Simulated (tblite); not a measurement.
# CH9BrNSi3: the cost of one run

Programs: tblite 0.8.0 and PySCF 2.14.0, with density-fitted response routines of our own. Each step states its level of theory. These are calculated values for one molecule in the gas phase, unless marked as measured. Atoms are numbered from 0 throughout.

### Step 1. Starting geometry

15 atoms, charge 0, multiplicity 2; geometry from: force field or distance geometry start.

Bonds of the start (Å): Si0–C1 1.86, C1–N2 1.47, N2–Si3 1.77, N2–Si4 1.79, Si4–Br5 2.28, Si0–H6 1.49, Si0–H7 1.47, Si0–H8 1.47, C1–H9 1.11, C1–H10 1.11, Si3–H11 1.48, Si3–H12 1.47, Si3–H13 1.47, Si4–H14 1.48.

### Step 2. Optimising the geometry with GFN2-xTB

Job settings and geometry (Å):

```
{"job": {"kind": "relax", "xc": "GFN2-xTB", "basis": "xTB"}, "charge": 0, "multiplicity": 2}
Si    -1.333300    -1.440000    -0.691100
C     -0.632800     0.276900    -0.580500
N      0.096400     0.505900     0.680400
Si     1.441800    -0.642400     0.817100
Si     0.807800     2.139100     0.531500
Br    -0.624100     3.493500     1.667900
H     -1.936000    -1.882600     0.593700
H     -2.404500    -1.379800    -1.691700
H     -0.242500    -2.343500    -1.094700
H     -1.485800     0.988100    -0.630100
H      0.038600     0.476500    -1.435600
H      1.871100    -0.642500     2.229300
H      1.060200    -2.013600     0.441300
H      2.554100    -0.107100     0.024200
H      0.784600     2.579600    -0.883500
```

Command:

```
> OMP_NUM_THREADS=1 python probes_run.py task.json out
```

This one command runs all jobs of the session in turn.

**Question.** How long does this first job take on 1 thread of Arm Neoverse V2, shared host?

About 1.7 s.
